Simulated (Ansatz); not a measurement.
# Cu+ with F−: interaction against distance, part 2 of 3

Ansatz 0.2.0, Gaussian basis. The steps go on from the part before.

**7. B moved by +0.09 Å, CCSD(T)/def2-TZVPPD**

Contents of ab/in.yaml:

```yaml
crystal:
  periodic: [false, false, false]
  atoms:
    - {symbol: Cu, position_ang: [-0.000000, -0.000000, -0.882397]}
    - {symbol: F, position_ang: [0.000000, 0.000000, 0.970637]}
basis:
  gaussian: {orbitals: "def2-TZVPPD.json"}
correlation: {method: ccsd_t, frozen_orbitals: {Cu: 9, F: 1}}
```

Contents of a/in.yaml:

```yaml
crystal:
  periodic: [false, false, false]
  atoms:
    - {symbol: Cu, position_ang: [-0.000000, -0.000000, -0.882397]}
basis:
  gaussian:
    orbitals: "def2-TZVPPD.json"
    ghost_atoms:
      - {symbol: F, position_ang: [0.000000, 0.000000, 0.970637]}
total_charge: 1
correlation: {method: ccsd_t, frozen_orbitals: {Cu: 9, F: 1}}
```

Contents of b/in.yaml:

```yaml
crystal:
  periodic: [false, false, false]
  atoms:
    - {symbol: F, position_ang: [0.000000, 0.000000, 0.970637]}
basis:
  gaussian:
    orbitals: "def2-TZVPPD.json"
    ghost_atoms:
      - {symbol: Cu, position_ang: [-0.000000, -0.000000, -0.882397]}
total_charge: -1
correlation: {method: ccsd_t}
```

One command serves all of them, each in its own folder.

Run with:

```console
$ ansatz run in.yaml --threads 2 --pin off --events-out ev --progress --plain --max-ram 5222MiB
```

Log of ab (excerpt; [...] marks lines left out):

```text
Functional definition: HF
  name "HF"
  cite "Fock, Z. Phys. 61, 126 (1930) doi:10.1007/BF01340294"
  parent pbe
[...]
729 factors; integrals over basis functions are off by at most 1.0e-3 eV
[...]
mean field -47304.83549341 eV, -1738.4206400139 hartree, gradient 4.8e-6 eV, S^2 0.000000; 0 other end points of the search recorded, 0 dependent functions left out
10 core orbitals not correlated: weight in the atoms' cores, before any rotation towards them, 1.000 or more for the frozen orbitals, at most 0.000 for the correlated occupied ones
reference -47304.83549341 eV, -1738.4206400139 hartree; 9, 9 occupied and 88, 88 virtual orbitals, 729 factors
second order -20.64242659 eV of doubles, -0.00000000 eV of singles
cycle   1  -17.83310131 eV  change     2.8e0 eV  update   1.8e-1
[...]
cycle  15  -18.81684293 eV  change    1.1e-5 eV  update   6.7e-6
perturbative correction -0.69920955 eV, -0.0256954771 hartree
Total energy: -47324.35154589 eV, -1739.1378417140 hartree
```

Log of a (excerpt; [...] marks lines left out):

```text
[... 4 set-up lines as earlier in the session ...]
[...]
724 factors; integrals over basis functions are off by at most 1.0e-3 eV
[...]
mean field -44590.94172613 eV, -1638.6868836096 hartree, gradient 1.9e-6 eV, S^2 0.000000; 0 other end points of the search recorded, 0 dependent functions left out
9 core orbitals not correlated: weight in the atoms' cores, before any rotation towards them, 1.000 or more for the frozen orbitals, at most 0.000 for the correlated occupied ones
reference -44590.94172613 eV, -1638.6868836096 hartree; 5, 5 occupied and 93, 93 virtual orbitals, 724 factors
second order -12.25682466 eV of doubles, -0.00000000 eV of singles
cycle   1  -10.16423739 eV  change     2.1e0 eV  update   1.1e-1
[...]
cycle  11  -10.69617764 eV  change   -6.6e-6 eV  update   3.6e-6
perturbative correction -0.35796062 eV, -0.0131548102 hartree
Total energy: -44601.99586439 eV, -1639.0931156978 hartree
```

b printed (excerpt; [...] marks lines left out):

```text
[... 4 set-up lines as earlier in the session ...]
[...]
707 factors; integrals over basis functions are off by at most 9.8e-4 eV
[...]
mean field -2706.33198434 eV, -99.4558660066 hartree, gradient 2.9e-6 eV, S^2 0.000000; 0 other end points of the search recorded, 0 dependent functions left out
1 core orbitals not correlated: weight in the atoms' cores, before any rotation towards them, 1.000 or more for the frozen orbitals, at most 0.000 for the correlated occupied ones
reference -2706.33198434 eV, -99.4558660066 hartree; 4, 4 occupied and 102, 102 virtual orbitals, 707 factors
second order -7.83634293 eV of doubles, -0.00000000 eV of singles
cycle   1  -7.43667660 eV  change    4.0e-1 eV  update   9.8e-2
[...]
cycle  13  -7.68190701 eV  change    5.7e-6 eV  update   3.9e-6
perturbative correction -0.26102207 eV, -0.0095923841 hartree
Total energy: -2714.27491341 eV, -99.7477632662 hartree
```

Times: 2.6 s (ab), 2.4 s (a), 1.7 s (b) on 2 threads of Intel Xeon 6975P-C, shared host; peak memory 0.41 GiB.

This point gives -186.35 kcal/mol.

**8. B moved by +0.21 Å, wB97M-V/def2-TZVPPD**

Contents of ab/in.yaml:

```yaml
crystal:
  periodic: [false, false, false]
  atoms:
    - {symbol: Cu, position_ang: [-0.000000, -0.000000, -0.882397]}
    - {symbol: F, position_ang: [0.000000, 0.000000, 1.094173]}
basis:
  gaussian: {orbitals: "def2-TZVPPD.json"}
hamiltonian: {xc: {name: wB97M-V}}
```

Contents of a/in.yaml:

```yaml
crystal:
  periodic: [false, false, false]
  atoms:
    - {symbol: Cu, position_ang: [-0.000000, -0.000000, -0.882397]}
basis:
  gaussian:
    orbitals: "def2-TZVPPD.json"
    ghost_atoms:
      - {symbol: F, position_ang: [0.000000, 0.000000, 1.094173]}
total_charge: 1
hamiltonian: {xc: {name: wB97M-V}}
```

Contents of b/in.yaml:

```yaml
crystal:
  periodic: [false, false, false]
  atoms:
    - {symbol: F, position_ang: [0.000000, 0.000000, 1.094173]}
basis:
  gaussian:
    orbitals: "def2-TZVPPD.json"
    ghost_atoms:
      - {symbol: Cu, position_ang: [-0.000000, -0.000000, -0.882397]}
total_charge: -1
hamiltonian: {xc: {name: wB97M-V}}
```

Each run has its own folder and the same command.

Run with:

```console
$ ansatz run in.yaml --threads 2 --pin off --events-out ev --progress --plain --max-ram 5222MiB
```

Output in ab (excerpt; [...] marks lines left out):

```text
[... 5 set-up lines as earlier in the session ...]
  # Of w^i u^j: cxij and so on, Table III.
[...]
  gx(w, u) = 1 - cx + cx01*u + cx10*w
[...]
      + integral(e_c_pw_mod_opposite_spin*gos(b97_w_opposite, b97_u_opposite)) + vv10(b, c)
750 factors; their error is unknown
128 factors; integrals over basis functions are off by at most 6.8e-5 eV
[...]
mean field -47355.63972355 eV, -1740.2876610348 hartree, gradient 2.6e-5 eV, S^2 0.000000; 0 other end points of the search recorded, 0 dependent functions left out
reference -47355.63976675 eV, -1740.2876626226 hartree; 19, 19 occupied and 88, 88 virtual orbitals, 750 factors
Total energy: -47355.63976675 eV, -1740.2876626226 hartree
```

Log of a (excerpt; [...] marks lines left out):

```text
[... 5 set-up lines as earlier in the session ...]
  # Of w^i u^j: cxij and so on, Table III.
[...]
  gx(w, u) = 1 - cx + cx01*u + cx10*w
[...]
      + integral(e_c_pw_mod_opposite_spin*gos(b97_w_opposite, b97_u_opposite)) + vv10(b, c)
745 factors; their error is unknown
127 factors; integrals over basis functions are off by at most 7.7e-5 eV
[...]
mean field -44629.93245198 eV, -1640.1197663556 hartree, gradient 1.1e-5 eV, S^2 0.000000; 0 other end points of the search recorded, 0 dependent functions left out
reference -44629.93249161 eV, -1640.1197678120 hartree; 14, 14 occupied and 93, 93 virtual orbitals, 745 factors
Total energy: -44629.93249161 eV, -1640.1197678120 hartree
```

Output in b (excerpt; [...] marks lines left out):

```text
[... 5 set-up lines as earlier in the session ...]
  # Of w^i u^j: cxij and so on, Table III.
[...]
  gx(w, u) = 1 - cx + cx01*u + cx10*w
[...]
      + integral(e_c_pw_mod_opposite_spin*gos(b97_w_opposite, b97_u_opposite)) + vv10(b, c)
629 factors; their error is unknown
103 factors; integrals over basis functions are off by at most 1.1e-4 eV
[...]
mean field -2717.60318363 eV, -99.8700749408 hartree, gradient 4.7e-5 eV, S^2 0.000000; 0 other end points of the search recorded, 0 dependent functions left out
reference -2717.60323256 eV, -99.8700767389 hartree; 5, 5 occupied and 102, 102 virtual orbitals, 629 factors
Total energy: -2717.60323256 eV, -99.8700767389 hartree
```

Wall times: 1.9 s (ab), 1.9 s (a), 1.1 s (b) on 2 threads of Intel Xeon 6975P-C, shared host.

Interaction: -186.88 kcal/mol.

**9. B moved by +0.21 Å, CCSD(T)/def2-TZVPPD**

Changes to ab/in.yaml since step 8:

```diff
@@ -7,2 +7,2 @@
   gaussian: {orbitals: "def2-TZVPPD.json"}
-hamiltonian: {xc: {name: wB97M-V}}
+correlation: {method: ccsd_t, frozen_orbitals: {Cu: 9, F: 1}}
```

Changes to a/in.yaml since step 8:

```diff
@@ -10,2 +10,2 @@
 total_charge: 1
-hamiltonian: {xc: {name: wB97M-V}}
+correlation: {method: ccsd_t, frozen_orbitals: {Cu: 9, F: 1}}
```

Changes to b/in.yaml since step 8:

```diff
@@ -10,2 +10,2 @@
 total_charge: -1
-hamiltonian: {xc: {name: wB97M-V}}
+correlation: {method: ccsd_t}
```

Each run has its own folder and the same command.

Run with:

```console
$ ansatz run in.yaml --threads 2 --pin off --events-out ev --progress --plain --max-ram 5222MiB
```

Output in ab (excerpt; [...] marks lines left out):

```text
[... 4 set-up lines as earlier in the session ...]
[...]
729 factors; integrals over basis functions are off by at most 8.9e-4 eV
[...]
mean field -47304.69180949 eV, -1738.4153597272 hartree, gradient 5.9e-6 eV, S^2 0.000000; 0 other end points of the search recorded, 0 dependent functions left out
10 core orbitals not correlated: weight in the atoms' cores, before any rotation towards them, 1.000 or more for the frozen orbitals, at most 0.000 for the correlated occupied ones
reference -47304.69180949 eV, -1738.4153597272 hartree; 9, 9 occupied and 88, 88 virtual orbitals, 729 factors
second order -20.54388431 eV of doubles, -0.00000000 eV of singles
cycle   1  -17.80030569 eV  change     2.7e0 eV  update   1.7e-1
[...]
cycle  15  -18.75220861 eV  change    1.4e-5 eV  update   9.7e-6
perturbative correction -0.69392551 eV, -0.0255012921 hartree
Total energy: -47324.13794362 eV, -1739.1299919752 hartree
```

Log of a (excerpt; [...] marks lines left out):

```text
[... 4 set-up lines as earlier in the session ...]
[...]
724 factors; integrals over basis functions are off by at most 8.9e-4 eV
[...]
mean field -44590.93991480 eV, -1638.6868170441 hartree, gradient 9.9e-7 eV, S^2 0.000000; 0 other end points of the search recorded, 0 dependent functions left out
9 core orbitals not correlated: weight in the atoms' cores, before any rotation towards them, 1.000 or more for the frozen orbitals, at most 0.000 for the correlated occupied ones
reference -44590.93991480 eV, -1638.6868170441 hartree; 5, 5 occupied and 93, 93 virtual orbitals, 724 factors
second order -12.25222160 eV of doubles, -0.00000000 eV of singles
cycle   1  -10.16136878 eV  change     2.1e0 eV  update   1.1e-1
[...]
cycle  11  -10.69232254 eV  change   -6.1e-6 eV  update   3.8e-6
perturbative correction -0.35652715 eV, -0.0131021310 hartree
Total energy: -44601.98876448 eV, -1639.0928547809 hartree
```

b printed (excerpt; [...] marks lines left out):

```text
[... 4 set-up lines as earlier in the session ...]
[...]
707 factors; integrals over basis functions are off by at most 8.8e-4 eV
[...]
mean field -2706.33192660 eV, -99.4558638850 hartree, gradient 2.4e-6 eV, S^2 0.000000; 0 other end points of the search recorded, 0 dependent functions left out
1 core orbitals not correlated: weight in the atoms' cores, before any rotation towards them, 1.000 or more for the frozen orbitals, at most 0.000 for the correlated occupied ones
reference -2706.33192660 eV, -99.4558638850 hartree; 4, 4 occupied and 102, 102 virtual orbitals, 707 factors
second order -7.83267240 eV of doubles, -0.00000000 eV of singles
cycle   1  -7.43355844 eV  change    4.0e-1 eV  update   9.8e-2
[...]
cycle  13  -7.67863207 eV  change    6.1e-6 eV  update   4.0e-6
perturbative correction -0.26063803 eV, -0.0095782709 hartree
Total energy: -2714.27119670 eV, -99.7476266797 hartree
```

They took 2.1 s (ab), 3 s (a), 1.6 s (b) on 2 threads of Intel Xeon 6975P-C, shared host; peak memory 0.4 GiB.

ab − a − b = -181.67 kcal/mol.

**10. B moved by +0.44 Å, wB97M-V/def2-TZVPPD**

Contents of ab/in.yaml:

```yaml
crystal:
  periodic: [false, false, false]
  atoms:
    - {symbol: Cu, position_ang: [-0.000000, -0.000000, -0.882397]}
    - {symbol: F, position_ang: [0.000000, 0.000000, 1.323596]}
basis:
  gaussian: {orbitals: "def2-TZVPPD.json"}
hamiltonian: {xc: {name: wB97M-V}}
```

Contents of a/in.yaml:

```yaml
crystal:
  periodic: [false, false, false]
  atoms:
    - {symbol: Cu, position_ang: [-0.000000, -0.000000, -0.882397]}
basis:
  gaussian:
    orbitals: "def2-TZVPPD.json"
    ghost_atoms:
      - {symbol: F, position_ang: [0.000000, 0.000000, 1.323596]}
total_charge: 1
hamiltonian: {xc: {name: wB97M-V}}
```

Contents of b/in.yaml:

```yaml
crystal:
  periodic: [false, false, false]
  atoms:
    - {symbol: F, position_ang: [0.000000, 0.000000, 1.323596]}
basis:
  gaussian:
    orbitals: "def2-TZVPPD.json"
    ghost_atoms:
      - {symbol: Cu, position_ang: [-0.000000, -0.000000, -0.882397]}
total_charge: -1
hamiltonian: {xc: {name: wB97M-V}}
```

The same command starts each run, in its folder.

Run with:

```console
$ ansatz run in.yaml --threads 2 --pin off --events-out ev --progress --plain --max-ram 5222MiB
```

Output in ab (excerpt; [...] marks lines left out):

```text
[... 5 set-up lines as earlier in the session ...]
  # Of w^i u^j: cxij and so on, Table III.
[...]
  gx(w, u) = 1 - cx + cx01*u + cx10*w
[...]
      + integral(e_c_pw_mod_opposite_spin*gos(b97_w_opposite, b97_u_opposite)) + vv10(b, c)
750 factors; their error is unknown
128 factors; integrals over basis functions are off by at most 7.1e-5 eV
[...]
mean field -47355.02795303 eV, -1740.2651788831 hartree, gradient 2.4e-5 eV, S^2 0.000000; 0 other end points of the search recorded, 0 dependent functions left out
reference -47355.02799663 eV, -1740.2651804855 hartree; 19, 19 occupied and 88, 88 virtual orbitals, 750 factors
Total energy: -47355.02799663 eV, -1740.2651804855 hartree
```

Log of a (excerpt; [...] marks lines left out):

```text
[... 5 set-up lines as earlier in the session ...]
  # Of w^i u^j: cxij and so on, Table III.
[...]
  gx(w, u) = 1 - cx + cx01*u + cx10*w
[...]
      + integral(e_c_pw_mod_opposite_spin*gos(b97_w_opposite, b97_u_opposite)) + vv10(b, c)
745 factors; their error is unknown
127 factors; integrals over basis functions are off by at most 8.6e-5 eV
[...]
mean field -44629.93116708 eV, -1640.1197191365 hartree, gradient 7.5e-5 eV, S^2 0.000000; 0 other end points of the search recorded, 0 dependent functions left out
reference -44629.93120665 eV, -1640.1197205904 hartree; 14, 14 occupied and 93, 93 virtual orbitals, 745 factors
Total energy: -44629.93120665 eV, -1640.1197205904 hartree
```

Log of b (excerpt; [...] marks lines left out):

```text
[... 5 set-up lines as earlier in the session ...]
  # Of w^i u^j: cxij and so on, Table III.
[...]
  gx(w, u) = 1 - cx + cx01*u + cx10*w
[...]
      + integral(e_c_pw_mod_opposite_spin*gos(b97_w_opposite, b97_u_opposite)) + vv10(b, c)
629 factors; their error is unknown
103 factors; integrals over basis functions are off by at most 1.1e-4 eV
[...]
mean field -2717.60308272 eV, -99.8700712326 hartree, gradient 4.3e-5 eV, S^2 0.000000; 0 other end points of the search recorded, 0 dependent functions left out
reference -2717.60313271 eV, -99.8700730695 hartree; 5, 5 occupied and 102, 102 virtual orbitals, 629 factors
Total energy: -2717.60313271 eV, -99.8700730695 hartree
```

Wall times: 2 s (ab), 1.4 s (a), 1.4 s (b) on 2 threads of Intel Xeon 6975P-C, shared host.

Interaction: -172.81 kcal/mol.

**11. B moved by +0.44 Å, CCSD(T)/def2-TZVPPD**

Changes to ab/in.yaml since step 10:

```diff
@@ -7,2 +7,2 @@
   gaussian: {orbitals: "def2-TZVPPD.json"}
-hamiltonian: {xc: {name: wB97M-V}}
+correlation: {method: ccsd_t, frozen_orbitals: {Cu: 9, F: 1}}
```

Changes to a/in.yaml since step 10:

```diff
@@ -10,2 +10,2 @@
 total_charge: 1
-hamiltonian: {xc: {name: wB97M-V}}
+correlation: {method: ccsd_t, frozen_orbitals: {Cu: 9, F: 1}}
```

Changes to b/in.yaml since step 10:

```diff
@@ -10,2 +10,2 @@
 total_charge: -1
-hamiltonian: {xc: {name: wB97M-V}}
+correlation: {method: ccsd_t}
```

The same command starts each run, in its folder.

Run with:

```console
$ ansatz run in.yaml --threads 2 --pin off --events-out ev --progress --plain --max-ram 5222MiB
```

ab printed (excerpt; [...] marks lines left out):

```text
[... 4 set-up lines as earlier in the session ...]
[...]
729 factors; integrals over basis functions are off by at most 1.1e-3 eV
[...]
mean field -47304.17515758 eV, -1738.3963731195 hartree, gradient 6.3e-6 eV, S^2 0.000000; 0 other end points of the search recorded, 0 dependent functions left out
10 core orbitals not correlated: weight in the atoms' cores, before any rotation towards them, 1.000 or more for the frozen orbitals, at most 0.000 for the correlated occupied ones
reference -47304.17515758 eV, -1738.3963731195 hartree; 9, 9 occupied and 88, 88 virtual orbitals, 729 factors
second order -20.43540846 eV of doubles, -0.00000000 eV of singles
cycle   1  -17.75644831 eV  change     2.7e0 eV  update   1.7e-1
[...]
cycle  16  -18.68066209 eV  change    2.1e-6 eV  update   8.6e-6
perturbative correction -0.69371686 eV, -0.0254936244 hartree
Total energy: -47323.54953653 eV, -1739.1083684135 hartree
```

a printed (excerpt; [...] marks lines left out):

```text
[... 4 set-up lines as earlier in the session ...]
[...]
724 factors; integrals over basis functions are off by at most 1.1e-3 eV
[...]
mean field -44590.93841647 eV, -1638.6867619818 hartree, gradient 7.6e-7 eV, S^2 0.000000; 0 other end points of the search recorded, 0 dependent functions left out
9 core orbitals not correlated: weight in the atoms' cores, before any rotation towards them, 1.000 or more for the frozen orbitals, at most 0.000 for the correlated occupied ones
reference -44590.93841647 eV, -1638.6867619818 hartree; 5, 5 occupied and 93, 93 virtual orbitals, 724 factors
second order -12.24622428 eV of doubles, -0.00000000 eV of singles
cycle   1  -10.15774735 eV  change     2.1e0 eV  update   1.1e-1
[...]
cycle  11  -10.68735828 eV  change   -6.1e-6 eV  update   3.9e-6
perturbative correction -0.35469084 eV, -0.0130346478 hartree
Total energy: -44601.98046559 eV, -1639.0925498024 hartree
```

Log of b (excerpt; [...] marks lines left out):

```text
[... 4 set-up lines as earlier in the session ...]
[...]
707 factors; integrals over basis functions are off by at most 1.1e-3 eV
[...]
mean field -2706.33174476 eV, -99.4558572025 hartree, gradient 2.5e-6 eV, S^2 0.000000; 0 other end points of the search recorded, 0 dependent functions left out
1 core orbitals not correlated: weight in the atoms' cores, before any rotation towards them, 1.000 or more for the frozen orbitals, at most 0.000 for the correlated occupied ones
reference -2706.33174476 eV, -99.4558572025 hartree; 4, 4 occupied and 102, 102 virtual orbitals, 707 factors
second order -7.82716832 eV of doubles, -0.00000000 eV of singles
cycle   1  -7.42877880 eV  change    4.0e-1 eV  update   9.8e-2
[...]
cycle  12  -7.67360647 eV  change    5.9e-6 eV  update   9.2e-6
perturbative correction -0.26003564 eV, -0.0095561335 hartree
Total energy: -2714.26538687 eV, -99.7474131725 hartree
```

They took 2.5 s (ab), 2.1 s (a), 1.6 s (b) on 2 threads of Intel Xeon 6975P-C, shared host; peak memory 0.4 GiB.

This point gives -168.43 kcal/mol.

**12. B moved by +0.88 Å, wB97M-V/def2-TZVPPD**

Contents of ab/in.yaml:

```yaml
crystal:
  periodic: [false, false, false]
  atoms:
    - {symbol: Cu, position_ang: [-0.000000, -0.000000, -0.882397]}
    - {symbol: F, position_ang: [0.000000, 0.000000, 1.764794]}
basis:
  gaussian: {orbitals: "def2-TZVPPD.json"}
hamiltonian: {xc: {name: wB97M-V}}
```

Contents of a/in.yaml:

```yaml
crystal:
  periodic: [false, false, false]
  atoms:
    - {symbol: Cu, position_ang: [-0.000000, -0.000000, -0.882397]}
basis:
  gaussian:
    orbitals: "def2-TZVPPD.json"
    ghost_atoms:
      - {symbol: F, position_ang: [0.000000, 0.000000, 1.764794]}
total_charge: 1
hamiltonian: {xc: {name: wB97M-V}}
```

Contents of b/in.yaml:

```yaml
crystal:
  periodic: [false, false, false]
  atoms:
    - {symbol: F, position_ang: [0.000000, 0.000000, 1.764794]}
basis:
  gaussian:
    orbitals: "def2-TZVPPD.json"
    ghost_atoms:
      - {symbol: Cu, position_ang: [-0.000000, -0.000000, -0.882397]}
total_charge: -1
hamiltonian: {xc: {name: wB97M-V}}
```

One command serves all of them, each in its own folder.

Run with:

```console
$ ansatz run in.yaml --threads 2 --pin off --events-out ev --progress --plain --max-ram 5222MiB
```

ab printed (excerpt; [...] marks lines left out):

```text
[... 5 set-up lines as earlier in the session ...]
  # Of w^i u^j: cxij and so on, Table III.
[...]
  gx(w, u) = 1 - cx + cx01*u + cx10*w
[...]
      + integral(e_c_pw_mod_opposite_spin*gos(b97_w_opposite, b97_u_opposite)) + vv10(b, c)
750 factors; their error is unknown
128 factors; integrals over basis functions are off by at most 8.7e-5 eV
[...]
mean field -47353.81503450 eV, -1740.2206049491 hartree, gradient 1.9e-5 eV, S^2 0.000000; 0 other end points of the search recorded, 0 dependent functions left out
reference -47353.81508130 eV, -1740.2206066692 hartree; 19, 19 occupied and 88, 88 virtual orbitals, 750 factors
Total energy: -47353.81508130 eV, -1740.2206066692 hartree
```

Log of a (excerpt; [...] marks lines left out):

```text
[... 5 set-up lines as earlier in the session ...]
  # Of w^i u^j: cxij and so on, Table III.
[...]
  gx(w, u) = 1 - cx + cx01*u + cx10*w
[...]
      + integral(e_c_pw_mod_opposite_spin*gos(b97_w_opposite, b97_u_opposite)) + vv10(b, c)
745 factors; their error is unknown
127 factors; integrals over basis functions are off by at most 1.0e-4 eV
[...]
mean field -44629.92814446 eV, -1640.1196080569 hartree, gradient 1.3e-5 eV, S^2 0.000000; 0 other end points of the search recorded, 0 dependent functions left out
reference -44629.92818370 eV, -1640.1196094990 hartree; 14, 14 occupied and 93, 93 virtual orbitals, 745 factors
Total energy: -44629.92818370 eV, -1640.1196094990 hartree
```

Log of b (excerpt; [...] marks lines left out):

```text
[... 5 set-up lines as earlier in the session ...]
  # Of w^i u^j: cxij and so on, Table III.
[...]
  gx(w, u) = 1 - cx + cx01*u + cx10*w
[...]
      + integral(e_c_pw_mod_opposite_spin*gos(b97_w_opposite, b97_u_opposite)) + vv10(b, c)
629 factors; their error is unknown
103 factors; integrals over basis functions are off by at most 1.2e-4 eV
[...]
mean field -2717.60296301 eV, -99.8700668330 hartree, gradient 8.8e-6 eV, S^2 0.000000; 0 other end points of the search recorded, 0 dependent functions left out
reference -2717.60301467 eV, -99.8700687317 hartree; 5, 5 occupied and 102, 102 virtual orbitals, 629 factors
Total energy: -2717.60301467 eV, -99.8700687317 hartree
```

They took 2.2 s (ab), 2.1 s (a), 1.2 s (b) on 2 threads of Intel Xeon 6975P-C, shared host.

Interaction: -144.91 kcal/mol.

(Continued in part 3 of 3.)
